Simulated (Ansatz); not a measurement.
# YCu2S2 in Ansatz: convergence with n extra bands

Input of the first run (n extra bands 1); the others differ in this setting and in those tied to it:

File input.yaml:

```yaml
crystal:
  lattice:
    - [3.9274043162, 0.0, 0.0]
    - [-1.9637021581, 3.4012319087, 0.0]
    - [0.0, 0.0, 6.414112]
  atoms:
    - { symbol: "Y", position: [-0.012626, -0.006433, 0.001953] }
    - { symbol: Cu, position: [0.328581, 0.664152, 0.337109] }
    - { symbol: Cu, position: [0.676774, 0.336592, 0.663803] }
    - { symbol: S, position: [0.333145, 0.661885, 0.733842] }
    - { symbol: S, position: [0.676183, 0.335574, 0.269669] }
hamiltonian:
  xc: pbe
  pseudopotentials: { kind: paw }
  hubbard:
    sites:
      - { species: Cu, l: d, u_eff: 5.0 }
      - { species: "Y", l: d, u_eff: 4.0 }
kpoints:
  mp_grid: { grid: [6, 6, 3] }
scf:
  occupations: { method: cold, width: 0.1 }
  n_extra_bands: 1
output:
  forces: true
  stress: true
  eigenvalues: true
```

Potentials or basis: Ansatz PAW.

Launch:

```sh
$ ansatz run input.yaml --threads 2 --pin off --max-ram 5632MiB --backend cpu --events-out ev --progress --plain --runs-dir out
```

The cell isn't the ideal one: atoms moved at random, drawn with an rms of 0.05 Å.

The cell comes from a database or a generator and needn't be the stable form of this composition.

Hardware: 2 threads of Arm Neoverse V2, on a shared host.

```tsv
n extra bands	energy less the tightest run, at zero smearing (meV/atom)	SCF cycles	CPU time (s)	peak memory (GiB)
1	0.00	14	29	0.49
2	0.00	14	26	0.5
4	0.00	14	26	0.5
8	0.00	14	28	0.51
16	0.00	14	31	0.52
32	0.00	14	38	0.56
```

Against the tightest run, the energy stays within 1 meV/atom from 1 on. The tightest run that finished is the yardstick and may itself not be fully converged.

Caveat, for the tightest run too: the run has no spin polarisation, though such a crystal can be magnetic; U without spin polarisation on a metal has little footing.
